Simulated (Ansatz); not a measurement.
# CuH6BrN2: the cost of one run

All numbers below are computed with Ansatz 0.2.0 (DFT PBEsol, plane waves, PAW, scalar-relativistic, no spin polarisation).

### 1 The structure to begin with

The cell holds 20 atoms (Br2Cu2H12N4): a = 7.236 Å, b = 7.236 Å, c = 5.861 Å, α = 101.08°, β = 101.08°, γ = 125.72°.

Structure file:

```
CELL_PARAMETERS angstrom
3.30100 -6.43950 0.00000
3.30100 6.43950 0.00000
-2.46862 0.00000 5.31575
ATOMIC_POSITIONS crystal
Cu 0.00000 0.00000 0.00000
Cu 0.00000 0.00000 0.50000
H 0.42100 0.17700 0.27400
H 0.82300 0.57900 0.22600
H 0.57900 0.82300 0.72600
H 0.17700 0.42100 0.77400
H 0.39300 0.13500 0.00900
H 0.86500 0.60700 0.49100
H 0.60700 0.86500 0.99100
H 0.13500 0.39300 0.50900
H 0.29500 0.94300 0.08800
H 0.05700 0.70500 0.41200
H 0.70500 0.05700 0.91200
H 0.94300 0.29500 0.58800
Br 0.36756 0.63244 0.25000
Br 0.63244 0.36756 0.75000
N 0.29960 0.05580 0.09770
N 0.94420 0.70040 0.40230
N 0.70040 0.94420 0.90230
N 0.05580 0.29960 0.59770
```

### 2 Run 1

100 steps of 0.5 fs at constant energy, with velocities drawn for 1800 K.

input.yaml reads:

```yaml
crystal:
  lattice:
    - [3.301, -6.4395, 0.0]
    - [3.301, 6.4395, 0.0]
    - [-2.468619, 0.0, 5.315754]
  atoms:
    - { symbol: Cu, position: [0.0, 0.0, 0.0] }
    - { symbol: Cu, position: [0.0, 0.0, 0.5] }
    - { symbol: H, position: [0.421, 0.177, 0.274] }
    - { symbol: H, position: [0.823, 0.579, 0.226] }
    - { symbol: H, position: [0.579, 0.823, 0.726] }
    - { symbol: H, position: [0.177, 0.421, 0.774] }
    - { symbol: H, position: [0.393, 0.135, 0.009] }
    - { symbol: H, position: [0.865, 0.607, 0.491] }
    - { symbol: H, position: [0.607, 0.865, 0.991] }
    - { symbol: H, position: [0.135, 0.393, 0.509] }
    - { symbol: H, position: [0.295, 0.943, 0.088] }
    - { symbol: H, position: [0.057, 0.705, 0.412] }
    - { symbol: H, position: [0.705, 0.057, 0.912] }
    - { symbol: H, position: [0.943, 0.295, 0.588] }
    - { symbol: Br, position: [0.36756, 0.63244, 0.25] }
    - { symbol: Br, position: [0.63244, 0.36756, 0.75] }
    - { symbol: "N", position: [0.2996, 0.0558, 0.0977] }
    - { symbol: "N", position: [0.9442, 0.7004, 0.4023] }
    - { symbol: "N", position: [0.7004, 0.9442, 0.9023] }
    - { symbol: "N", position: [0.0558, 0.2996, 0.5977] }
basis:
  ecutwfc: 420.0
kpoints:
  mp_grid: { grid: [2, 2, 2] }
hamiltonian:
  xc: pbesol
scf:
  occupations: { method: fermi_dirac, width: 0.05 }
  lower_state_search: "off"
md:
  timestep: 0.5
  n_steps: 100
  ensemble: nve
  temperature: 1800.0
  initial_velocities: maxwell_boltzmann
  seed: 626183
```

Run with:

```
ansatz run input.yaml --threads 1 --pin off --max-ram 3072MiB --backend cpu --events-out ev --progress --plain --runs-dir out
```

**Question.** How long does this run take on 1 thread of Arm Neoverse V2, shared host, and how much memory does it need?

About 7.2 min, with a peak of 0.56 GiB.
